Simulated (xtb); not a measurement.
**C2H6SSi (SMILES C=CS[SiH3]) at GFN2-xTB**

We compute the energy of C2H6SSi. 

Program for the calculation: xtb 6.7.1 later snapshot.

1 further run of the same task is left out (set aside as unsound or not needed).

**1. The molecule**

The species is C2H6SSi (10 atoms), meant as a singlet with charge 0. As SMILES, `C=CS[SiH3]`. The shape is that of a PBE0-D4/def2-TZVP optimisation. This is one conformer, not always the lowest.

Bond lengths: C1–C2 1.326 Å, C2–S3 1.761 Å, S3–Si4 2.134 Å, C1–H5 1.084 Å, C1–H6 1.084 Å, C2–H7 1.086 Å, Si4–H8 1.483 Å, Si4–H9 1.487 Å, Si4–H10 1.485 Å. Some angles: C1–C2–S3 123.0°, C2–S3–Si4 99.3°, C1–C2–H7 120.9°, S3–C2–H7 116.0°, C2–C1–H5 122.0°, C2–C1–H6 120.3°, S3–Si4–H8 105.8°, S3–Si4–H9 109.5°, S3–Si4–H10 112.1°, H5–C1–H6 117.8°.

**2. The energy at GFN2-xTB**

xtb.inp reads:

```
$scc
   guess=gasteiger
$end
```

start.xyz reads:

```xyz
10
start
C     -0.19560000     2.19480000     0.28140000
C     -0.22630000     0.88020000     0.45220000
S     -1.05890000    -0.21060000    -0.65160000
Si     0.22130000    -1.91050000    -0.48940000
H     -0.63460000     2.67130000    -0.58750000
H      0.26810000     2.83140000     1.02560000
H      0.21800000     0.42170000     1.33120000
H     -0.48000000    -3.01230000    -1.19110000
H      0.42280000    -2.24520000     0.94510000
H      1.54820000    -1.67200000    -1.11280000
```

Started as:

```console
$ xtb start.xyz -I xtb.inp > start.out 2> xtb.err
```

**Question.** What will come out? Wanted: total energy; dipole moment; HOMO energy; LUMO energy; HOMO–LUMO gap; dispersion energy; mean polarisability.

**Answer.** As computed:

At GFN2-xTB:

```
                      quantity          value
                  total energy   -12.30083 Eh
                 dipole moment         2.15 D
                   HOMO energy      -10.10 eV
                   LUMO energy       -6.20 eV
                 HOMO–LUMO gap        3.90 eV
             dispersion energy  -16.89 kJ/mol
mean polarisability (D4 model)     75.3 bohr³
```

**Reading.** Mulliken charges run from -0.29 on S3 to +0.49 on Si4.
